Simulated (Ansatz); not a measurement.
# WH+ (quintet): from Hartree-Fock to the top rungs, def2-QZVPP

An exercise on one series of results from a longer session: the logs are not shown, and one member is left open.

Method: def2-QZVPP, core rule «outside noble gas», up to 4 orbitals frozen; program: Ansatz 0.2.0, Gaussian basis.

The runs, in order: UHF; ROHF; CCSD(T) on UHF.

## The geometry

The geometry is a PBE0/def2-TZVP stationary point (not a proven minimum) of the parent state, kept for this charge and spin. No spin-orbit coupling is included. Elements past krypton take def2 core potentials.

2 atoms, charge 1, spin multiplicity 5.

Atoms are counted from 1 here; the program's logs count them from 0.

Bond lengths: W1–H2 1.713 Å.

Coordinates:

```
atom   x (Å)   y (Å)   z (Å)
  W1  0.0000  0.0000  0.0000
  H2  0.0000  0.0000  1.7126
```

Set-up of the first run:

The input, in.yaml:

```yaml
crystal:
  periodic: [false, false, false]
  atoms:
    - {symbol: W, position_ang: [0.000000, 0.000000, 0.000000]}
    - {symbol: H, position_ang: [0.000000, 0.000000, 1.712600]}
basis:
  gaussian: {orbitals: "def2-QZVPP.json"}
total_charge: 1
magnetization: {spin_polarized: true, initial_magnetization: 4}
hamiltonian: {xc: hf}
output: {orbitals: {seedname: orbitals}}
```

On the command line:

```bash
ansatz run in.yaml --threads 1 --pin off --events-out ev --progress --plain --max-ram 4096MiB --backend cpu
```

Among the steps run: UHF; ROHF; CCSD(T) on UHF.

One table of the session follows, with a row left open; its other results are not shown here.

| method | from UCCSD(T) (kJ/mol) |
| --- | --- |
| ROHF | ? |
| UHF | +274.7 |
| UMP2 | +47.0 |
| UCCSD | +8.4 |
| UCCSD(T) | 0 |

Estimate the missing values for ROHF.

The run gave: from UCCSD(T) (kJ/mol): +298.0. In the column «from UCCSD(T) (kJ/mol)» it is the highest.
